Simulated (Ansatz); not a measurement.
**CH5FGeN2: ladder of methods at one geometry, by script**

A script is to give a ladder of methods at one geometry; the system is CH5FGeN2. SMILES: NC=[N][GeH2][F].

Program: Ansatz 0.2.0 through its Python package. The levels of theory stand in the script. These are calculated values, not measurements.

**1. Starting point**

Bond lengths: N1–C2 1.455 Å, C2–N3 1.311 Å, N3–Ge4 1.936 Å, Ge4–F5 1.773 Å, N1–H6 1.067 Å, N1–H7 1.014 Å, C2–H8 1.042 Å, Ge4–H9 1.608 Å, Ge4–H10 1.488 Å. Angles: N1–C2–N3 124.3°, N1–C2–H8 117.8°, N3–C2–H8 117.9°, C2–N1–H6 120.0°, C2–N1–H7 120.5°, H6–N1–H7 118.8°, C2–N3–Ge4 123.4°, N3–Ge4–F5 106.2°, N3–Ge4–H9 105.9°, N3–Ge4–H10 110.9°, F5–Ge4–H9 109.6°, F5–Ge4–H10 113.3°, H9–Ge4–H10 110.5°.

The script holds or builds the structure itself.

**2. The code**

Input file ch5fgen2_methods.py:

```python
"""One geometry of CH5FGeN2, method by method."""

from pathlib import Path
import warnings

import ansatz
import numpy as np

warnings.simplefilter("ignore", ansatz.DeckWarning)

geometry_ang = [
    ("N", (0.0162, -0.8042, 1.4498)),
    ("C", (-0.7122, -1.1702, 0.244)),
    ("N", (-0.6635, -0.4981, -0.8807)),
    ("Ge", (0.421, 1.0868, -1.128)),
    ("F", (0.1577, 1.6107, -2.8013)),
    ("H", (0.5617, 0.1121, 1.4853)),
    ("H", (-0.1052, -1.3343, 2.3058)),
    ("H", (-1.2697, -2.0503, 0.262)),
    ("H", (-0.1716, 2.1887, -0.1181)),
    ("H", (1.8487, 0.8075, -0.8158)),
]
system = ansatz.Crystal.molecule()
for symbol, xyz in geometry_ang:
    system = system.atom(symbol, xyz)

calc = system.calculation().basis(gaussian="def2-SVP")

print("functional    E (Ha)        dipole (D)   HOMO (eV)  LUMO (eV)")
for name in ["r2scan0", "b3lyp", "blyp", "lc_wpbe", "r2scan", "lda"]:
    report = calc.functional(name).forces().orbitals().run(threads=1, pin="off", runs_dir="runs").report
    lines = Path(report["orbitals_path"]).read_text().splitlines()
    field_of = lambda key: [line.split("=")[1].strip() for line in lines if line.startswith(key)]
    orbitals = [(27.211386 * float(e), s, float(n)) for e, s, n in zip(field_of("Ene="), field_of("Spin="), field_of("Occup="))]
    homo = max(e for e, _, n in orbitals if n > 0.5)
    lumo = min(e for e, _, n in orbitals if n < 0.5)
    dipole = 4.803205 * np.linalg.norm(report["charge_distribution"]["dipole_moment_e_ang"])
    print(f"{name:10s} {report['free_energy_ev'] / 27.211386246:14.6f} {dipole:9.3f} {homo:11.3f} {lumo:10.3f}")
```

**3. The calls as engine input**

The engine receives this input (first run):

```yaml
crystal:
  periodic: [false, false, false]
  atoms:
    - { symbol: "N", position_ang: [0.0162, -0.8042, 1.4498] }
    - { symbol: C, position_ang: [-0.7122, -1.1702, 0.244] }
    - { symbol: "N", position_ang: [-0.6635, -0.4981, -0.8807] }
    - { symbol: Ge, position_ang: [0.421, 1.0868, -1.128] }
    - { symbol: F, position_ang: [0.1577, 1.6107, -2.8013] }
    - { symbol: H, position_ang: [0.5617, 0.1121, 1.4853] }
    - { symbol: H, position_ang: [-0.1052, -1.3343, 2.3058] }
    - { symbol: H, position_ang: [-1.2697, -2.0503, 0.262] }
    - { symbol: H, position_ang: [-0.1716, 2.1887, -0.1181] }
    - { symbol: H, position_ang: [1.8487, 0.8075, -0.8158] }
basis:
  gaussian:
    orbitals: def2-SVP
hamiltonian:
  xc: r2scan0
output:
  orbitals: {}
  forces: true
```

**4. Running it**

Command:

```bash
$ python ch5fgen2_methods.py
```

Log:

```text
functional    E (Ha)        dipole (D)   HOMO (eV)  LUMO (eV)
r2scan0      -2326.825007     5.164      -7.156      0.087
b3lyp        -2327.061796     4.954      -6.630     -0.353
blyp         -2327.010970     4.752      -5.314     -0.945
lc_wpbe      -2326.592524     5.026      -9.627      2.282
r2scan       -2326.884561     5.017      -5.828     -0.815
lda          -2321.952008     4.988      -5.613     -1.320
```

Wall time 37 s (1 thread of Arm Neoverse V1, shared host); peak memory 0.34 GiB.

**5. Inputs of later runs**

The engine's inputs for some of the other runs:

Run 2, against run 1:

```diff
@@ -18 +18 @@
-  xc: r2scan0
+  xc: b3lyp
```

Run 4, against run 1:

```diff
@@ -18 +18 @@
-  xc: r2scan0
+  xc: lc_wpbe
```

Run 6, against run 1:

```diff
@@ -18 +18 @@
-  xc: r2scan0
+  xc: lda
```

Lines on the test bed's own set-up are left out of the output.

**6. Run by run**

From the records of these 6 runs:

| run | functional | energy (eV) | SCF cycles | CPU time (s) |
| --- | --- | --- | --- | --- |
| 1 | r2scan0 | -63316.1340 | 19 | 10 |
| 2 | b3lyp | -63322.5774 | 19 | 5.8 |
| 3 | blyp | -63321.1943 | 19 | 3.9 |
| 4 | lc_wpbe | -63309.8078 | 19 | 5.5 |
| 5 | r2scan | -63317.7545 | 21 | 8.5 |
| 6 | lda | -63183.5329 | 19 | 2.5 |

Totals under unlike functionals or potentials can't be compared directly.

The fields below are those of run 1.

**7. Orbitals and fields**

Orbitals, density, ELF and potential are computed afterwards from the orbital file.

Frontier orbitals at r2SCAN0/def2-SVP, with the share of their density that lies nearest to each atom:

| orbital | energy (eV) | lies on |
| --- | --- | --- |
| HOMO-1 | -7.34 | N3 47 %; N1 32 %; C2 6 % |
| HOMO | -7.16 | N3 64 %; N1 11 % |
| LUMO | 0.09 | C2 25 %; N3 19 %; Ge4 12 % |

ELF in a plane through or near 8 of the atoms.

Values, 10 rows by 14 columns:
```
0.00 0.00 0.00 0.00 0.00 0.00 0.00 0.00 0.00 0.00 0.00 0.00 0.00 0.00
0.00 0.00 0.00 0.00 0.00 0.00 0.00 0.00 0.00 0.00 0.00 0.00 0.00 0.00
0.00 0.00 0.00 0.00 0.01 0.01 0.00 0.04 0.59 0.02 0.00 0.00 0.00 0.00
0.00 0.00 0.00 0.02 0.20 0.27 0.04 0.64 0.99 0.29 0.77 0.15 0.00 0.00
0.00 0.00 0.02 0.05 0.17 0.27 0.19 0.08 0.73 0.55 0.99 0.73 0.00 0.00
0.00 0.01 0.53 0.78 0.18 0.67 0.55 0.39 0.73 0.54 0.19 0.02 0.00 0.00
0.00 0.02 0.63 0.78 0.65 0.22 0.65 0.30 0.31 0.95 0.34 0.00 0.00 0.00
0.00 0.00 0.15 0.46 0.18 0.18 0.92 0.84 0.30 1.00 0.94 0.00 0.00 0.00
0.00 0.00 0.00 0.00 0.00 0.02 0.47 0.34 0.00 0.43 0.06 0.00 0.00 0.00
0.00 0.00 0.00 0.00 0.00 0.00 0.00 0.00 0.00 0.00 0.00 0.00 0.00 0.00
```
The map spans 11.4 Å across and 8.4 Å up, centred on the molecule. Atoms in the plane (x, y in Å): N1 (1.6, 0.5), C2 (1.1, -0.9), N3 (-0.2, -1.2), Ge4 (-1.6, 0.1), F5 (-3.1, -0.9), H6 (0.9, 1.3), H7 (2.6, 0.7), H8 (1.8, -1.6).

On the surface of density 0.002 e/bohr³ the electrostatic potential runs, from the 1st to the 99th percentile, from -2.04 V near N3 to 2.29 V near H6.

**8. Results**

```
                                          quantity    value
                                     runs compared        6
HOMO-LUMO gap of the mean field (r2SCAN0/def2-SVP)  7.24 eV
```

What this shows: All 6 runs converged, in 19 to 21 cycles. What to keep in mind:
- The geometry is a force-field or estimated start, not a minimum of this method, and the basis set is short of its limit. A lower total doesn't mark the better method: functionals have no common bound, and MP2 and coupled cluster aren't variational.
- b3lyp holds the VWN-RPA fit, as in Gaussian; the form of ORCA and Turbomole is b3lyp5.
- Levels such as HOMO and LUMO are orbital energies: with these approximate functionals they aren't the ionisation energy and electron affinity, and their gap isn't the fundamental gap.
